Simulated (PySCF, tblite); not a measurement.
**SiGe₂H₈: dynamics, then NMR shifts on frames**

How do NMR shifts of SiGe₂H₈ (`[SiH3][GeH2][GeH3]`) change as the atoms move?

The runs use tblite 0.8.0 and PySCF 2.14.0, with density-fitted response routines of our own; the level of theory stands in each step. All values are computed, except where a source is named. Atoms count from 0, in the outputs and in this text.

## Step 1: The starting structure

11 atoms, charge 0, multiplicity 1; geometry from: GFN2-xTB.

Bonds of the start (Å): Si0–Ge1 2.35, Ge1–Ge2 2.39, Si0–H3 1.46, Si0–H4 1.46, Si0–H5 1.46, Ge1–H6 1.52, Ge1–H7 1.52, Ge2–H8 1.50, Ge2–H9 1.50, Ge2–H10 1.50.

## Step 2: Dynamics with GFN2-xTB

Job settings and geometry (Å):

```
{"job": {"kind": "md", "xc": "GFN2-xTB", "basis": "xTB", "temperature": 300, "steps": 2000, "every": 50, "frames": 5}, "charge": 0, "multiplicity": 1}
Si     1.965479     0.768657    -0.010133
Ge     0.231278    -0.809921    -0.104093
Ge    -2.034340    -0.087605     0.085520
H      3.265712     0.113867    -0.149522
H      1.812133     1.743653    -1.091049
H      1.927076     1.481163     1.268224
H      0.402631    -1.899031     0.935995
H      0.293966    -1.645364    -1.367609
H     -2.455273     0.890333    -0.975272
H     -2.342631     0.628123     1.370848
H     -3.060605    -1.181204     0.011127
```

With the program's defaults for keys left out, this is: GFN2-xTB Langevin dynamics, gas phase.

The run is started by

```
OMP_NUM_THREADS=1 python probes_run.py task.json out
```

The driver reads the jobs from task.json and runs them one after another.

Output:

```text
t/fs     T/K      E/eV
    0.0   263.2   -262.85460
   25.0   220.7   -262.60951
   50.0   229.4   -262.47704
   75.0   254.7   -262.51682
  100.0   233.0   -262.57865
  125.0   210.7   -262.40974
  150.0   320.2   -262.49221
  175.0   266.7   -262.57389
  200.0   264.9   -262.57693
  225.0   267.4   -262.53948
  250.0   267.5   -262.47227
  275.0   209.6   -262.49180
  300.0   239.6   -262.40921
  325.0   380.9   -262.50325
  350.0   274.9   -262.43140
  375.0   155.4   -262.29501
  400.0   301.1   -262.54143
  425.0   277.8   -262.49106
  450.0   259.9   -262.45913
  475.0   381.1   -262.50221
  500.0   395.7   -262.50785
  525.0   381.5   -262.44974
  550.0   258.4   -262.51191
  575.0   292.9   -262.52856
  600.0   271.3   -262.56994
  625.0   356.6   -262.54827
  650.0   394.5   -262.56986
  675.0   306.2   -262.53344
  700.0   275.5   -262.53225
  725.0   360.4   -262.65767
  750.0   257.1   -262.60557
  775.0   271.0   -262.66792
  800.0   179.4   -262.61920
  825.0   240.0   -262.53259
  850.0   285.8   -262.70977
  875.0   301.3   -262.62953
  900.0   175.8   -262.48193
  925.0   315.3   -262.74151
  950.0   305.7   -262.59729
  975.0   231.9   -262.41096
 1000.0   329.7   -262.47858
```

It took 27 s on 1 thread of Intel Xeon at 2.50GHz, shared host; peak memory 0.18 GiB.

Distance from the start (root mean square after alignment): 0 fs 0.00 Å, 200 fs 0.94 Å, 400 fs 1.70 Å, 600 fs 1.40 Å, 800 fs 1.16 Å, 1000 fs 0.75 Å.

Positions (Å) and forces (eV/Å) at 1000 fs:

```xyz
11

Si    1.418    0.094   -0.760   -0.663   -1.058   -0.469
Ge   -0.599   -0.348    0.572    0.599   -0.111   -0.984
Ge   -2.327   -1.619   -0.621    1.135    0.033    0.374
H     2.656   -0.727   -0.380   -0.742    0.811   -0.060
H     0.990   -0.618   -2.064    0.389    0.643    0.678
H     1.520    1.562   -0.979    0.234   -0.516    0.076
H    -1.206    0.894    1.151   -0.160    0.235    0.083
H    -0.185   -1.022    1.834   -0.026   -0.290    0.407
H    -1.587   -2.349   -1.761   -0.421    0.036    0.401
H    -3.207   -0.661   -1.332   -0.409    0.021   -0.099
H    -3.113   -2.614    0.229    0.064    0.195   -0.408
```

## Step 3: Nuclear shieldings: 250 fs, PBE0/pcSseg-1

Job settings and geometry (Å):

```
{"job": {"kind": "nmr", "xc": "PBE0", "basis": "pcSseg-1", "pop": false}, "charge": 0, "multiplicity": 1}
Si     2.189200     0.114400     0.028100
Ge     0.058000    -1.068800    -0.019400
Ge    -2.217100    -0.257700    -0.300300
H      2.814300    -0.586200     1.139600
H      2.896400    -0.086000    -1.323900
H      2.332300     1.585800     0.158600
H     -0.022800    -1.611700     1.428200
H      0.001800    -2.387400    -0.698300
H     -2.188700     1.250400     0.107500
H     -3.313700    -0.735300     0.649300
H     -2.628600    -0.412900    -1.709000
```

Method: GIAO PBE0/pcSseg-1 NMR shielding, non-relativistic, gas phase.

Output:

```text
coarse grid: 41024 points
cycle   1  E = -4447.1101173509  dE = -1.533e+00  |g| = 1.146e+00  |ddm| = 3.081e+00
cycle   2  E = -4447.0941179309  dE =  1.600e-02  |g| = 1.080e+00  |ddm| = 9.134e-01
cycle   3  E = -4447.1762672418  dE = -8.215e-02  |g| = 1.062e-01  |ddm| = 6.160e-01
cycle   4  E = -4447.1775075751  dE = -1.240e-03  |g| = 2.079e-02  |ddm| = 1.067e-01
cycle   5  E = -4447.1776282334  dE = -1.207e-04  |g| = 3.497e-03  |ddm| = 2.773e-02
cycle   6  E = -4447.1776294223  dE = -1.189e-06  |g| = 1.108e-03  |ddm| = 2.949e-03
final grid: 80984 points
cycle   7  E = -4447.1776387296  dE = -1.559e-08  |g| = 1.258e-03  |ddm| = 2.477e-03
cycle   8  E = -4447.1776386712  dE =  5.831e-08  |g| = 1.539e-03  |ddm| = 2.053e-03
cycle   9  E = -4447.1776389431  dE = -2.719e-07  |g| = 9.189e-05  |ddm| = 1.040e-03
cycle  10  E = -4447.1776389446  dE = -1.502e-09  |g| = 5.242e-06  |ddm| = 9.601e-05
cycle  11  E = -4447.1776389447  dE = -5.457e-12  |g| = 2.716e-06  |ddm| = 8.534e-06
converged SCF energy = -4447.1776389447

GIAO shielding tensors (ppm)
atom      isotropic    diamagn.    paramagn.     s11        s22        s33       span
  0 Si     442.502     877.798    -435.296    392.305    437.168    498.033    105.727
  1 Ge    1737.665    2757.641   -1019.976   1638.101   1770.449   1804.444    166.343
  2 Ge    1661.412    2756.520   -1095.108   1570.830   1653.670   1759.737    188.907
  3 H       27.559      27.637      -0.077     22.716     25.762     34.200     11.483
  4 H       26.741      26.480       0.261     22.907     24.802     32.514      9.607
  5 H       27.429      27.455      -0.025     23.921     25.362     33.005      9.084
  6 H       27.998      29.990      -1.992     20.412     23.974     39.607     19.195
  7 H       28.541      30.291      -1.750     20.519     23.558     41.546     21.027
  8 H       27.558      28.644      -1.085     20.714     23.366     38.595     17.881
  9 H       27.694      28.467      -0.773     21.213     22.035     39.834     18.621
 10 H       28.456      29.566      -1.111     20.998     23.058     41.311     20.313
```

Wall time 32 s (1 thread of Intel Xeon at 2.50GHz, shared host); peak memory 0.8 GiB.

Shifts follow as δ = σ(reference) − σ, with reference shieldings (ppm) from runs at the same level and on the same kind of geometry: 1H TMS 31.72, 29Si TMS 349.2, 73Ge GeMe4 1331. The references are single molecules in the gas phase. Each atom is listed at this fixed geometry, with no averaging over motion; a spectrum would average atoms that exchange fast.

```
atoms                               environment  σ (ppm)  δ (ppm)
   H4        hydrogen on a silicon bonded to Ge    26.74     4.98
   H5        hydrogen on a silicon bonded to Ge    27.43     4.29
   H8      hydrogen on a germanium bonded to Ge    27.56     4.16
   H3        hydrogen on a silicon bonded to Ge    27.56     4.16
   H9      hydrogen on a germanium bonded to Ge    27.69     4.02
   H6  hydrogen on a germanium bonded to Ge, Si    28.00     3.72
  H10      hydrogen on a germanium bonded to Ge    28.46     3.26
   H7  hydrogen on a germanium bonded to Ge, Si    28.54     3.18
  Si0                 silicon bonded to Ge, 3 H    442.5    -93.3
  Ge2               germanium bonded to Ge, 3 H     1661     -330
  Ge1           germanium bonded to Ge, Si, 2 H     1738     -407
```

## Step 4: NMR shieldings: 425 fs, PBE0/pcSseg-1

Job settings and geometry (Å):

```
{"job": {"kind": "nmr", "xc": "PBE0", "basis": "pcSseg-1", "pop": false}, "charge": 0, "multiplicity": 1}
Si     2.065100    -0.476500    -0.265500
Ge    -0.073500    -1.171700     0.262100
Ge    -2.080000    -0.198100    -0.551500
H      2.270300     0.830400     0.404400
H      3.086600    -1.442400     0.154400
H      2.394600    -0.454800    -1.674200
H     -0.393000    -1.272500     1.763300
H      0.051700    -2.657200    -0.045800
H     -2.275000     1.241900    -0.402700
H     -3.161300    -1.208700    -0.256100
H     -1.978800    -0.291800    -2.103600
```

Method: GIAO PBE0/pcSseg-1 NMR shielding, non-relativistic, gas phase.

Output:

```text
coarse grid: 41024 points
cycle   1  E = -4447.1115185767  dE = -1.408e+00  |g| = 1.151e+00  |ddm| = 3.105e+00
cycle   2  E = -4447.0932938648  dE =  1.822e-02  |g| = 1.095e+00  |ddm| = 9.293e-01
cycle   3  E = -4447.1785037895  dE = -8.521e-02  |g| = 1.059e-01  |ddm| = 6.276e-01
cycle   4  E = -4447.1797555733  dE = -1.252e-03  |g| = 1.621e-02  |ddm| = 1.015e-01
cycle   5  E = -4447.1798372584  dE = -8.169e-05  |g| = 2.848e-03  |ddm| = 2.450e-02
cycle   6  E = -4447.1798384455  dE = -1.187e-06  |g| = 1.073e-03  |ddm| = 2.695e-03
final grid: 80984 points
cycle   7  E = -4447.1798054235  dE = -1.853e-09  |g| = 1.237e-03  |ddm| = 1.746e-03
cycle   8  E = -4447.1798053707  dE =  5.277e-08  |g| = 1.495e-03  |ddm| = 1.584e-03
cycle   9  E = -4447.1798055660  dE = -1.953e-07  |g| = 5.865e-05  |ddm| = 8.426e-04
cycle  10  E = -4447.1798055667  dE = -6.858e-10  |g| = 4.046e-06  |ddm| = 6.708e-05
converged SCF energy = -4447.1798055667

GIAO shielding tensors (ppm)
atom      isotropic    diamagn.    paramagn.     s11        s22        s33       span
  0 Si     457.489     879.598    -422.108    399.621    473.383    499.464     99.843
  1 Ge    1726.446    2757.855   -1031.409   1618.766   1714.251   1846.322    227.555
  2 Ge    1691.388    2756.379   -1064.991   1615.382   1694.276   1764.507    149.125
  3 H       27.710      27.839      -0.129     23.365     25.240     34.526     11.161
  4 H       27.914      28.224      -0.310     23.945     25.494     34.303     10.358
  5 H       28.203      28.671      -0.468     24.255     26.314     34.039      9.785
  6 H       28.011      29.526      -1.514     20.648     23.266     40.120     19.472
  7 H       28.348      29.747      -1.399     20.824     23.344     40.876     20.051
  8 H       28.557      29.239      -0.682     21.552     22.547     41.573     20.021
  9 H       27.792      28.351      -0.559     20.362     22.606     40.408     20.046
 10 H       27.871      28.422      -0.551     21.158     23.185     39.268     18.110
```

It took 33 s on 1 thread of Intel Xeon at 2.50GHz, shared host; peak memory 0.82 GiB.

This run: δ Si0 -108.3, Ge2 -360, Ge1 -395, H3 4.01, H9 3.93 ppm.

## Step 5: Shielding tensors: 625 fs, PBE0/pcSseg-1

Job settings and geometry (Å):

```
{"job": {"kind": "nmr", "xc": "PBE0", "basis": "pcSseg-1", "pop": false}, "charge": 0, "multiplicity": 1}
Si     2.285600    -0.425300    -0.362600
Ge     0.225800    -0.992200     0.572000
Ge    -1.942600    -0.715900    -0.632700
H      2.228900    -0.852800    -1.778000
H      2.814600     1.004700    -0.445100
H      3.201600    -1.390100     0.225900
H     -0.153200    -0.039800     1.684000
H      0.255900    -2.340800     1.225400
H     -2.011700    -1.197900    -2.050300
H     -2.535300     0.750000    -0.731100
H     -3.091800    -1.531100     0.031900
```

With the program's defaults for keys left out, this is: GIAO PBE0/pcSseg-1 NMR shielding, non-relativistic, gas phase.

Output:

```text
coarse grid: 41024 points
cycle   1  E = -4447.1148876612  dE = -1.531e+00  |g| = 1.150e+00  |ddm| = 3.075e+00
cycle   2  E = -4447.0976375728  dE =  1.725e-02  |g| = 1.090e+00  |ddm| = 9.276e-01
cycle   3  E = -4447.1822802924  dE = -8.464e-02  |g| = 1.050e-01  |ddm| = 6.248e-01
cycle   4  E = -4447.1834909976  dE = -1.211e-03  |g| = 1.872e-02  |ddm| = 1.006e-01
cycle   5  E = -4447.1835797135  dE = -8.872e-05  |g| = 3.290e-03  |ddm| = 2.386e-02
cycle   6  E = -4447.1835806415  dE = -9.280e-07  |g| = 1.094e-03  |ddm| = 2.805e-03
final grid: 80984 points
cycle   7  E = -4447.1835405898  dE = -3.954e-09  |g| = 1.322e-03  |ddm| = 2.423e-03
cycle   8  E = -4447.1835405099  dE =  7.993e-08  |g| = 1.678e-03  |ddm| = 2.332e-03
cycle   9  E = -4447.1835408506  dE = -3.408e-07  |g| = 8.917e-05  |ddm| = 1.155e-03
cycle  10  E = -4447.1835408526  dE = -2.020e-09  |g| = 7.573e-06  |ddm| = 1.118e-04
cycle  11  E = -4447.1835408526  dE = -4.547e-12  |g| = 2.348e-06  |ddm| = 8.490e-06
converged SCF energy = -4447.1835408526

GIAO shielding tensors (ppm)
atom      isotropic    diamagn.    paramagn.     s11        s22        s33       span
  0 Si     459.991     878.878    -418.888    421.260    474.887    483.825     62.565
  1 Ge    1717.745    2758.896   -1041.151   1616.657   1729.031   1807.547    190.890
  2 Ge    1642.858    2754.386   -1111.529   1585.565   1619.234   1723.774    138.209
  3 H       27.792      27.911      -0.120     23.421     26.586     33.367      9.946
  4 H       27.088      26.658       0.430     23.588     24.444     33.231      9.644
  5 H       27.930      27.759       0.171     23.372     25.769     34.648     11.277
  6 H       28.166      30.454      -2.288     20.733     23.881     39.884     19.151
  7 H       28.391      30.181      -1.791     20.450     23.315     41.407     20.957
  8 H       28.184      28.801      -0.617     21.268     22.767     40.517     19.249
  9 H       27.122      27.533      -0.411     21.031     22.066     38.270     17.239
 10 H       27.382      27.608      -0.225     20.902     22.273     38.972     18.071
```

It took 32 s on 1 thread of Intel Xeon at 2.50GHz, shared host; peak memory 0.82 GiB.

This run: δ Si0 -110.8, Ge2 -312, Ge1 -387, H4 4.63, H9 4.59 ppm.

## Step 6: Nuclear shieldings: 800 fs, PBE0/pcSseg-1

Job settings and geometry (Å):

```
{"job": {"kind": "nmr", "xc": "PBE0", "basis": "pcSseg-1", "pop": false}, "charge": 0, "multiplicity": 1}
Si     1.691700     0.249500    -0.573300
Ge    -0.091600    -0.699000     0.660000
Ge    -2.022500    -1.265000    -0.596200
H      2.732300    -0.674300    -1.090000
H      0.918500     1.001000    -1.530700
H      2.253200     1.345200     0.224600
H     -0.563400     0.374900     1.580200
H      0.085200    -1.956500     1.623000
H     -2.446200    -2.682700    -0.895700
H     -1.980400    -0.756100    -2.014400
H     -3.352200    -0.624300    -0.179500
```

Level: GIAO PBE0/pcSseg-1 NMR shielding, non-relativistic, gas phase.

Output:

```text
coarse grid: 41024 points
cycle   1  E = -4447.1129980321  dE = -1.454e+00  |g| = 1.149e+00  |ddm| = 3.101e+00
cycle   2  E = -4447.0951529052  dE =  1.785e-02  |g| = 1.089e+00  |ddm| = 9.334e-01
cycle   3  E = -4447.1800656494  dE = -8.491e-02  |g| = 1.083e-01  |ddm| = 6.359e-01
cycle   4  E = -4447.1814085061  dE = -1.343e-03  |g| = 1.997e-02  |ddm| = 1.102e-01
cycle   5  E = -4447.1815180705  dE = -1.096e-04  |g| = 3.107e-03  |ddm| = 2.720e-02
cycle   6  E = -4447.1815189671  dE = -8.966e-07  |g| = 1.161e-03  |ddm| = 2.720e-03
final grid: 80984 points
cycle   7  E = -4447.1814785285  dE = -7.833e-09  |g| = 1.408e-03  |ddm| = 2.581e-03
cycle   8  E = -4447.1814784465  dE =  8.194e-08  |g| = 1.766e-03  |ddm| = 2.307e-03
cycle   9  E = -4447.1814787804  dE = -3.338e-07  |g| = 8.446e-05  |ddm| = 1.141e-03
cycle  10  E = -4447.1814787819  dE = -1.517e-09  |g| = 4.164e-06  |ddm| = 9.950e-05
cycle  11  E = -4447.1814787819  dE = -1.819e-12  |g| = 2.810e-06  |ddm| = 7.692e-06
converged SCF energy = -4447.1814787819

GIAO shielding tensors (ppm)
atom      isotropic    diamagn.    paramagn.     s11        s22        s33       span
  0 Si     454.042     879.727    -425.685    429.523    446.028    486.574     57.051
  1 Ge    1716.030    2758.552   -1042.522   1656.390   1733.656   1758.045    101.654
  2 Ge    1694.594    2754.398   -1059.804   1627.084   1670.814   1785.884    158.800
  3 H       27.529      27.704      -0.175     23.758     24.843     33.987     10.229
  4 H       28.115      29.239      -1.124     23.433     27.525     33.387      9.953
  5 H       27.797      28.479      -0.683     23.635     25.594     34.161     10.527
  6 H       28.522      30.729      -2.207     20.815     23.458     41.292     20.477
  7 H       27.084      28.066      -0.982     20.209     22.446     38.596     18.387
  8 H       28.274      28.246       0.027     21.407     22.243     41.171     19.764
  9 H       28.634      28.997      -0.364     21.337     23.761     40.803     19.465
 10 H       27.988      28.061      -0.072     21.022     22.411     40.532     19.511
```

It took 33 s on 1 thread of Intel Xeon at 2.50GHz, shared host; peak memory 0.83 GiB.

This run: δ Si0 -104.9, Ge2 -364, Ge1 -385, H7 4.63, H3 4.19 ppm.

## Step 7: Shielding tensors: 1000 fs, PBE0/pcSseg-1

Job settings and geometry (Å):

```
{"job": {"kind": "nmr", "xc": "PBE0", "basis": "pcSseg-1", "pop": false}, "charge": 0, "multiplicity": 1}
Si     1.417700     0.093800    -0.760300
Ge    -0.598600    -0.348300     0.572000
Ge    -2.327200    -1.619200    -0.621400
H      2.655900    -0.726900    -0.379900
H      0.990300    -0.618400    -2.064500
H      1.519600     1.562200    -0.979300
H     -1.205700     0.893600     1.151100
H     -0.185400    -1.021900     1.833600
H     -1.586600    -2.349000    -1.761000
H     -3.206700    -0.661500    -1.332200
H     -3.112900    -2.613700     0.228500
```

Level: GIAO PBE0/pcSseg-1 NMR shielding, non-relativistic, gas phase.

Output:

```text
coarse grid: 41024 points
cycle   1  E = -4447.1193484836  dE = -1.567e+00  |g| = 1.145e+00  |ddm| = 3.094e+00
cycle   2  E = -4447.1048683143  dE =  1.448e-02  |g| = 1.076e+00  |ddm| = 9.068e-01
cycle   3  E = -4447.1843030127  dE = -7.943e-02  |g| = 1.042e-01  |ddm| = 6.005e-01
cycle   4  E = -4447.1854698860  dE = -1.167e-03  |g| = 1.924e-02  |ddm| = 1.052e-01
cycle   5  E = -4447.1855913619  dE = -1.215e-04  |g| = 3.019e-03  |ddm| = 2.975e-02
cycle   6  E = -4447.1855924736  dE = -1.112e-06  |g| = 1.161e-03  |ddm| = 2.586e-03
final grid: 80984 points
cycle   7  E = -4447.1855398534  dE = -3.953e-09  |g| = 1.324e-03  |ddm| = 1.978e-03
cycle   8  E = -4447.1855397943  dE =  5.905e-08  |g| = 1.586e-03  |ddm| = 1.770e-03
cycle   9  E = -4447.1855400245  dE = -2.302e-07  |g| = 7.058e-05  |ddm| = 9.343e-04
cycle  10  E = -4447.1855400254  dE = -9.222e-10  |g| = 4.437e-06  |ddm| = 8.009e-05
converged SCF energy = -4447.1855400254

GIAO shielding tensors (ppm)
atom      isotropic    diamagn.    paramagn.     s11        s22        s33       span
  0 Si     447.547     878.806    -431.259    410.610    454.976    477.054     66.444
  1 Ge    1712.124    2758.507   -1046.383   1645.377   1707.974   1783.021    137.644
  2 Ge    1649.096    2756.774   -1107.678   1594.991   1652.005   1700.293    105.303
  3 H       26.769      27.255      -0.486     23.375     24.328     32.605      9.230
  4 H       26.886      28.240      -1.353     22.351     27.070     31.238      8.887
  5 H       27.212      27.957      -0.745     23.088     24.942     33.606     10.519
  6 H       28.538      30.775      -2.237     21.195     23.078     41.341     20.147
  7 H       28.658      30.897      -2.239     21.274     23.221     41.478     20.204
  8 H       27.754      28.605      -0.851     20.785     23.710     38.767     17.982
  9 H       28.353      29.404      -1.051     21.324     23.036     40.699     19.375
 10 H       27.579      28.064      -0.484     20.807     22.045     39.886     19.079
```

Run time: 31 s. Hardware: 1 thread of Intel Xeon at 2.50GHz, shared host; peak memory 0.81 GiB.

Key values: δ Si0 -98.4, Ge2 -318, Ge1 -381, H3 4.95, H4 4.83 ppm.

## Step 8: Side by side: NMR shifts

Shifts (ppm) of some atoms, chosen among heavy atoms and hydrogens apart, with basis size and wall time:

```
  frame    H4    H9   H10    H7     Si0   Ge2   Ge1  functions  time
 250 fs  4.98  4.02  3.26  3.18   -93.3  -330  -407        146  32 s
 425 fs  3.80  3.93  3.85  3.37  -108.3  -360  -395        146  33 s
 625 fs  4.63  4.59  4.33  3.33  -110.8  -312  -387        146  32 s
 800 fs  3.60  3.08  3.73  4.63  -104.9  -364  -385        146  33 s
1000 fs  4.83  3.36  4.14  3.06   -98.4  -318  -381        146  31 s
```

## Step 9: Outcome

| quantity | value |
| --- | --- |
| thermostat | 300 K |
| mean temperature, second half | 295 K |
| mean potential energy above the minimum | 0.29 eV |
| 1H shifts against TMS (PBE0/pcSseg-1, 250 fs) | 4.98, 4.29, 4.16, 4.16, 4.02, 3.72, 3.26, 3.18 ppm |
| 29Si shifts against TMS (PBE0/pcSseg-1, 250 fs) | -93.3 ppm |
| 73Ge shifts against GeMe4 (PBE0/pcSseg-1, 250 fs) | -330, -407 ppm |
| range of the shift of Ge2 | -364 to -312 ppm |

**Reading.** In the second half the potential energy averages 0.29 eV above the minimum; equipartition over 27 harmonic modes at 300 K would give 0.35 eV. With 11 atoms the temperature swings widely (155 to 396 K). Shifts at one fixed geometry are not the observed spectrum, which averages over the motion. In the first frame run (250 fs): Shielding is most anisotropic at Ge2 (span 189 ppm, paramagnetic term -1095 ppm). In ppm, Ge2 moves most: its shift spreads over 52 ppm, from -364 (800 fs) to -312 (625 fs). Spin-orbit coupling is left out, which matters for shieldings and couplings at and beside the heavy atoms.
